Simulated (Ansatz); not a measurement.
# NbTe (P-6m2) in Ansatz: a series of runs, part 2 of 2

Ansatz 0.2.0.

**3. Relaxation of cell and atoms, PBEsol+D4**

Input file input.yaml:

```yaml
crystal:
  lattice:
    - [3.7029743866, 0.0, 0.0]
    - [-1.8514871933, 3.2068698884, 0.0]
    - [0.0, 0.0, 3.694211]
  atoms:
    - { symbol: Te, position: [0.6666666667, 0.3333333333, 0.0] }
    - { symbol: Nb, position: [0.0, 0.0, 0.5] }
hamiltonian:
  xc: pbesol
  pseudopotentials: { kind: paw }
  dispersion: d4
kpoints:
  mp_grid: { grid: [8, 8, 7] }
scf:
  occupations: { method: fermi_dirac, width: 0.05 }
output:
  forces: true
  stress: true
  eigenvalues: true
relax:
  f_tol: 0.01
  max_steps: 40
  cell: { stress_tol: 0.05 }
```

Potentials or basis: Ansatz PAW.

Launch:

```
ansatz run input.yaml --threads 2 --pin off --max-ram 5632MiB --backend cpu --events-out ev --progress --plain --runs-dir out
```

Log:

```text
Warning: RAYON_NUM_THREADS=2 ignored (pool sized by the plan → 2); use --threads N
Engine: ansatz 0.2.0, aarch64-unknown-linux-gnu
Pseudopotentials: kind: paw
Pseudopotential: Te, paw, valence charge 16, recommended cutoff 420 eV (normal), Te.paw.azcp
Pseudopotential: Nb, paw, valence charge 13, recommended cutoff 420 eV (normal), Nb.paw.azcp
Functional definition: PBEsol
  exchange = pbesol_x
  correlation = pbesol_c
Crystal: 2 atoms, lattice volume = 43.869 Å³
Basis set: ecut = 420 eV, 865 PW (Γ), exchange–correlation on 50×50×50 points (8 copies of the dense FFT grid, shifted against one another)
Bands: 19, of which v1, the nominal top of the filled ones, is band 15 counted from 1 (14 counted from 0)
Symmetry: 12 space group operations
Space group: P-6m2 (ITA 187), of the structure as read, at distance tolerance 3.5e-5 Å
k-points: 40 of 448 (time reversal used)
Non-local potential: Te, projectors of the file, l = 0: 2, l = 1: 2, l = 2: 2, l = 3: 2
Non-local potential: Nb, projectors of the file, l = 0: 3, l = 1: 2, l = 2: 2, l = 3: 1
PAW form: soft (Blöchl's): semilocal exchange-correlation on the pseudo side does not see the compensation charge
PAW frozen core: Te, regenerated for the run's functional, and the local potential with it (the file was generated under x = pbe(κ = 0.804, μ = 0.2195149727645171), c = pbe(β = 0.06672455060314922))
PAW frozen core: Nb, regenerated for the run's functional, and the local potential with it (the file was generated under x = pbe(κ = 0.804, μ = 0.2195149727645171), c = pbe(β = 0.06672455060314922))
PAW one-centre angular grid: Te, 590 points (default); XC on 64 Gauss nodes
PAW one-centre angular grid: Nb, 590 points (default); XC on 64 Gauss nodes
Initial density: superposition of atomic densities (neutral atoms: chi_scale 0, normalization atom), corrected by the library's trained network
Initial wavefunctions: pseudopotential atomic-orbital guess
Functional: x = pbesol(κ = 0.804, μ = 0.12345679012345678), c = pbesol(β = 0.046)
SCF iter   1: F=—  HF=-11397.917974 eV  |F-HF|=—  |Δ(HF+E_count)|=         —  Δρ=7.33e-3  dr2=1.12e-2  ethr=1.77e-3  ⟨swp⟩=6.0  Hψ=3929  notcnv=0
preconditioner: auto → none  [metal: Δε(μ)=0.062 eV  Ē_g=7.578 eV  σ=0.050 eV  W_gap=0.28  n_scr=8 (ndim 8)  ℏωp=18.6 eV  f_vac=0.000  D(μ)=1.34/eV (n_scr^D=8)  sad-step TF]
SCF iter   2: F=—  HF=-11397.916693 eV  |F-HF|=—  |Δ(HF+E_count)|=   1.28e-3  Δρ=4.33e-3  dr2=4.57e-3  ethr=3.86e-5  ⟨swp⟩=1.3  Hψ=1102  notcnv=0
SCF iter   3: F=—  HF=-11397.916208 eV  |F-HF|=—  |Δ(HF+E_count)|=   4.85e-4  Δρ=2.92e-4  dr2=1.98e-5  ethr=1.57e-5  ⟨swp⟩=2.2  Hψ=1027  notcnv=0
SCF iter   4: F=—  HF=-11397.916191 eV  |F-HF|=—  |Δ(HF+E_count)|=   1.76e-5  Δρ=7.40e-5  dr2=2.90e-6  ethr=6.81e-8  ⟨swp⟩=2.0  Hψ=1348  notcnv=0
iter 5 did not close the SCF: its close was put off for the readings that it lacked (scf_convergence_deferred on its scf_iter line)
SCF iter   5: F=-11397.916190 eV  HF=-11397.916190 eV  |F-HF|=7.61e-9  |Δ(HF+E_count)|=   4.84e-7  Δρ=1.29e-5  dr2=3.44e-8  ethr=1.00e-8  ⟨swp⟩=2.8  Hψ=1324  notcnv=0
SCF iter   6: F=-11397.916190 eV  HF=-11397.916190 eV  |F-HF|=2.53e-10  |Δ(HF+E_count)|=   3.95e-9  Δρ=2.75e-6  dr2=1.16e-9  ethr=1.19e-10  ⟨swp⟩=3.5  Hψ=3164  notcnv=0
SCF 1 converged in 6 iterations: F = -11397.916190 eV  dr2 = 1.16e-9
relax step   1: F+E_penalty+E_count = -11397.91619016 eV  Δ(F+E_penalty+E_count) = +0.000e0 eV  max|allowed force component| = 3.238e-17 eV/Å  Δτ_max = 0.0000 Å  P = -7.158 GPa  Ω = 43.869 Å³  (6 SCF iters, dr2 threshold 1.00e-7 eV, accepted)
Crystal: 2 atoms, lattice volume = 38.229 Å³
Basis set: ecut = 420 eV, 761 PW (Γ), exchange–correlation on 50×50×50 points (8 copies of the dense FFT grid, shifted against one another)
Initial density: handed on by an earlier stage of this run
Initial wavefunctions: those handed on with the density
iter 1 solved again at ethr=1.33e-4 eV; its pass at ethr=3.10e-3 eV (dr2=3.86e-2 eV) is discarded
SCF iter   1: F=—  HF=-11397.871308 eV  |F-HF|=—  |Δ(HF+E_count)|=         —  Δρ=7.57e-3  dr2=3.94e-2  ethr=1.33e-4  ⟨swp⟩=1.1  Hψ=4442  notcnv=0
preconditioner: auto → none  [metal: Δε(μ)=0.100 eV  Ē_g=8.434 eV  σ=0.050 eV  W_gap=0.42  n_scr=8 (ndim 8)  ℏωp=19.9 eV  f_vac=0.000  D(μ)=1.05/eV (n_scr^D=8)]
SCF iter   2: F=—  HF=-11397.862103 eV  |F-HF|=—  |Δ(HF+E_count)|=   9.20e-3  Δρ=2.49e-3  dr2=3.29e-3  ethr=1.33e-4  ⟨swp⟩=2.0  Hψ=1070  notcnv=0
[... 51 lines left out ...]
preconditioner: auto → none  [metal: Δε(μ)=0.105 eV  Ē_g=7.957 eV  σ=0.050 eV  W_gap=0.47  n_scr=8 (ndim 8)  ℏωp=19.2 eV  f_vac=0.000  D(μ)=1.09/eV (n_scr^D=8)]
SCF iter   2: F=—  HF=-11397.977627 eV  |F-HF|=—  |Δ(HF+E_count)|=   1.33e-5  Δρ=3.19e-5  dr2=5.49e-8  ethr=8.73e-10  ⟨swp⟩=2.0  Hψ=1250  notcnv=0
SCF iter   3: F=—  HF=-11397.977627 eV  |F-HF|=—  |Δ(HF+E_count)|=   4.73e-8  Δρ=4.98e-6  dr2=1.58e-9  ethr=1.89e-10  ⟨swp⟩=2.1  Hψ=1280  notcnv=0
SCF iter   4: F=—  HF=-11397.977627 eV  |F-HF|=—  |Δ(HF+E_count)|=   2.03e-9  Δρ=7.81e-7  dr2=8.56e-11  ethr=5.46e-12  ⟨swp⟩=2.1  Hψ=1347  notcnv=0
iter 5 did not close the SCF: its close was put off for the readings that it lacked (scf_convergence_deferred on its scf_iter line)
SCF iter   5: F=-11397.977627 eV  HF=-11397.977627 eV  |F-HF|=5.46e-12  |Δ(HF+E_count)|=  3.64e-11  Δρ=7.29e-8  dr2=2.54e-12  ethr=1.00e-12  ⟨swp⟩=1.0  Hψ=761  notcnv=0
SCF iter   6: F=-11397.977627 eV  HF=-11397.977627 eV  |F-HF|=3.64e-12  |Δ(HF+E_count)|=  1.82e-12  Δρ=1.24e-8  dr2=4.71e-14  ethr=1.00e-12  ⟨swp⟩=4.1  Hψ=3100  notcnv=0
SCF 6 converged in 6 iterations: F = -11397.977627 eV  dr2 = 4.71e-14
relax step   6: F+E_penalty+E_count = -11397.97762745 eV  Δ(F+E_penalty+E_count) = +4.984e-4 eV  max|allowed force component| = 3.238e-17 eV/Å  Δτ_max = 0.0000 Å  P = +0.004 GPa  Ω = 41.264 Å³  stress off target by 2.74e-2 GPa  SCF on the basis re-selected at this cell (its energy is not comparable with the rows above)  (6 SCF iters)
basis re-selected at this cell: Δ(F+E_penalty+E_count) = +4.984e-4 eV, ΔP = +0.002 GPa vs the last step (what re-selecting the basis moved, of the pressure what is left beyond the Pulay correction that the steps carried, after the strain that the cell walked since its last selection, with what the two solves' SCF thresholds leave and, on support functions, any second-order correction that the steps lacked; it is no measure of the basis error at this ecutwfc). This SCF's stress stands 2.74e-2 GPa from its target on what of the cell is left free (relax.cell.stress_tol is 5.00e-2 GPa) and its largest allowed force component is 3.24e-17 eV/Å (relax.f_tol is 1.00e-2 eV/Å): within both
SCF converged after 6 iterations
Free energy (F): -11397.977627 eV
Harris-Foulkes:  -11397.977627 eV  (|F-HF|=3.64e-12)
Internal energy: -11397.968319 eV  (E = F + TS)
E sigma→0 (E₀):  -11397.972973 eV
Entropy (-TS):   -0.009309 eV (-4.654 meV/atom)
Fermi energy:    16.963321 eV
--- Per-component energies (eV) ---
  E_band       = -249.398456
  E_kinetic    = 579.207183
  E_local      = -1637.399096  (includes V_loc(G=0)·N_el)
  E_nonlocal   = -183.969085
  E_hartree    = 901.427703
  E_xc         = -299.205975
  E_vxc        = -318.665106  (∫ρ·V_xc dr)
  E_paw        = -7604.421886  (= ΣΔE_a)
  E_vpaw       = -491.427553  (= ΣTr[D̂ρ^β])
  E_aug_tail   = -0.000204  (compensation charges beyond the density's cutoff)
  E_ewald      = -3153.582343
  E_disp       = -0.588139  (pairwise vdW)
  E_core_change = 0.563524  (= ΣΔE_core)
  E_smearing   = -0.009309  (= −TS)
  E_closure    = -0.000000  (closes the sum)
  Σ components = -11397.977627   (vs F -11397.977627, Δ=0.00e0)
--- Forces (eV/Å), atoms counted from 1 ---
  atom   1  Te     0.00000000     0.00000000     0.00000000
  atom   2  Nb     0.00000000     0.00000000     0.00000000
  max |Σ_I F_I| component: 1.94e-16 eV/Å
--- Stress (GPa, compression-positive) ---
       -0.007405       0.000000      -0.000000
        0.000000      -0.007405      -0.000000
       -0.000000      -0.000000       0.027363
  P = ⅓ Tr σ = 0.0042 GPa (0.042 kbar)
--- Band table (eV; the first three rows and the last of 40) ---
  k-point 0: bands = ["-38.4488", "-21.1412", "-21.1412", "-21.1292", "-21.1292", "-21.1285", "-14.7154", "-14.4757", "-14.4757", "2.2792", "13.6477", "13.7624", "13.7624", "14.4368", "17.0926", "17.0926", "19.6365", "19.6365", "20.2388"]
  k-point 1: bands = ["-38.4476", "-21.1408", "-21.1408", "-21.1306", "-21.1306", "-21.1257", "-14.7416", "-14.4731", "-14.4731", "2.4963", "12.3378", "13.8848", "13.8848", "15.2350", "16.6429", "16.6429", "19.8838", "19.8838", "20.7131"]
  k-point 2: bands = ["-38.4450", "-21.1399", "-21.1399", "-21.1339", "-21.1339", "-21.1196", "-14.7998", "-14.4673", "-14.4673", "3.0602", "10.5365", "14.1585", "14.1585", "16.0551", "16.0551", "16.2947", "19.5793", "19.5793", "21.5020"]
  k-point 39: bands = ["-38.4297", "-21.1466", "-21.1374", "-21.1326", "-21.1261", "-21.1050", "-14.7791", "-14.6078", "-14.5442", "4.6192", "10.3915", "11.0680", "12.2076", "15.5934", "18.1447", "18.8524", "19.4108", "19.6411", "20.6130"]
--- Relaxed structure (5 steps of the walk, 4 accepted, 1 SCFs on fresh bases) ---
  F+E_penalty+E_count = -11397.97762745 eV   max|allowed force component| = 3.238e-17 eV/Å   (the final SCF, on the basis selected at the relaxed cell)
  cell:  # Å, volume = 41.2639 Å³
    - [3.6060453333845377, 0.0, 0.0]
    - [-1.8030226666922688, 3.1229268659093345, 0.0]
    - [0.0, 0.0, 3.6641821415853832]
  atoms:
    - { symbol: Te, position: [0.6666666666666666, 0.3333333333333333, 0.0] }
    - { symbol: Nb, position: [-2.7755575615628914e-17, -3.8436082763268754e-33, 0.5] }
```

It took 9.4 s on 2 threads of Arm Neoverse V2, shared host; peak memory 0.35 GiB.

Results:

```yaml
Free_energy: -11397.9776 eV
Relaxed_volume: 20.63 Å³/atom
Relaxed_cell: a = 3.606 Å, b = 3.606 Å, c = 3.664 Å, α = 90.00°, β = 90.00°, γ = 120.00°
Space_group_after_relaxing_to_0.05_Å: P-6m2 (No. 187)
Energy_gained_by_relaxing: 30.7 meV/atom
Ionic_steps: 5
Pressure_after_relaxing: 0.0 GPa
Band_gap_on_the_k_mesh: none (metal or under the smearing width)
```

The path:
| step | energy change (eV) | largest force (eV/Å) | volume (Å³) |
| --- | --- | --- | --- |
| 1 | 0.0000 | 0.0000 | 43.87 |
| 2 | -0.0601 | 0.0000 | 41.65 |
| 3 | -0.0619 | 0.0000 | 41.21 |
| 4 | -0.0619 | 0.0000 | 41.26 |
| 5 | -0.0614 | 0.0000 | 41.26 |

Final structure:
```yaml
crystal:
  lattice:
    - [3.60605, 0.00000, 0.00000]
    - [-1.80302, 3.12293, 0.00000]
    - [0.00000, 0.00000, 3.66418]
  atoms:
    - { symbol: Te, position: [0.66667, 0.33333, 0.00000] }
    - { symbol: Nb, position: [0.00000, 0.00000, 0.50000] }
```

Caveat: the plane-wave basis is chosen anew once the cell has moved, so the energies of steps on either side of that aren't comparable; pairwise dispersion overbinds metals, which lowers pressure and volume; the PAW data sets come from PBE, with cores solved anew for the run's functional, which leaves a small shift of forces and pressure.

**4. Relaxation of cell and atoms, RPBE+D3(BJ)**

Changes to input.yaml since step 3:

```diff
@@ -9,5 +9,5 @@
 hamiltonian:
-  xc: pbesol
+  xc: rpbe
   pseudopotentials: { kind: paw }
-  dispersion: d4
+  dispersion: d3bj
 kpoints:
```

Launch:

```
ansatz run input.yaml --threads 2 --pin off --max-ram 5632MiB --backend cpu --events-out ev --progress --plain --runs-dir out
```

Wall time 13 s (2 threads of Arm Neoverse V2, shared host); peak memory 0.35 GiB.

The run converged. Its results:

| Quantity | Value |
| --- | --- |
| Free energy | -11556.3001 eV |
| Relaxed volume | 16.62 Å³/atom |
| Relaxed cell | a = 3.111 Å, b = 3.111 Å, c = 3.967 Å, α = 90.00°, β = 90.00°, γ = 120.00° |
| Space group after relaxing (to 0.05 Å) | P-6m2 (No. 187) |
| Energy gained by relaxing | 676.7 meV/atom |
| Ionic steps | 9 |
| Pressure after relaxing | 0.0 GPa |
| Band gap on the k mesh | none (metal or under the smearing width) |

Step by step:
```
step  energy change (eV)  largest force (eV/Å)  volume (Å³)
   1              0.0000                0.0000        43.87
   2             -0.8819                0.0000        37.87
   3             -1.1363                0.0000        34.40
   4             -1.2609                0.0000        33.65
   5             -1.3518                0.0000        33.18
   6             -1.3533                0.0000        33.48
   7             -1.3548                0.0000        33.24
   8             -1.3548                0.0000        33.25
   9             -1.3533                0.0000        33.25
```

Final structure:
```
CELL_PARAMETERS angstrom
3.11089 0.00000 0.00000
-1.55544 2.69411 0.00000
0.00000 0.00000 3.96707
ATOMIC_POSITIONS crystal
Te 0.66667 0.33333 0.00000
Nb 0.00000 0.00000 0.50000
```

Levels at points of the mesh, in eV from the Fermi level:
```tsv
k point	band 12	band 13	band 14	band 15	band 16	band 17
(0.00, 0.00, 0.00)	-4.33	-1.74	-1.74	0.90	0.90	4.47
(0.00, -0.50, 0.00)	-5.85	-3.59	-0.92	0.07	2.73	3.40
```

Caveat: the volume moved by over 15 % at a fixed basis, so the end points are rough; the plane-wave basis is chosen anew once the cell has moved, so the energies of steps on either side of that aren't comparable; pairwise dispersion overbinds metals, which lowers pressure and volume; the PAW data sets come from PBE, with cores solved anew for the run's functional, which leaves a small shift of forces and pressure.

**5. Summary**

| level | gap on the mesh (eV) | pressure (GPa) | relaxed volume (Å³/atom) |
| --- | --- | --- | --- |
| PBEsol+D3(BJ) | none | 0.0 | 20.15 |
| PBEsol+D4 | none | 0.0 | 20.63 |
| RPBE+D3(BJ) | none | 0.0 | 16.62 |

Alike in all rows: task relaxation of cell and atoms; potentials or basis Ansatz PAW; no spin polarisation; cell relaxed; k mesh 8 × 8 × 7; cutoff (eV) 420; smearing fermi-dirac 0.05 eV.

Caveats: the plane-wave basis is chosen anew once the cell has moved, so the energies of steps on either side of that aren't comparable; pairwise dispersion overbinds metals, which lowers pressure and volume; the PAW data sets come from PBE, with cores solved anew for the run's functional, which leaves a small shift of forces and pressure; the volume moved by over 15 % at a fixed basis, so the end points are rough (some runs).

Absolute energies hang on the potentials; compare differences alone.
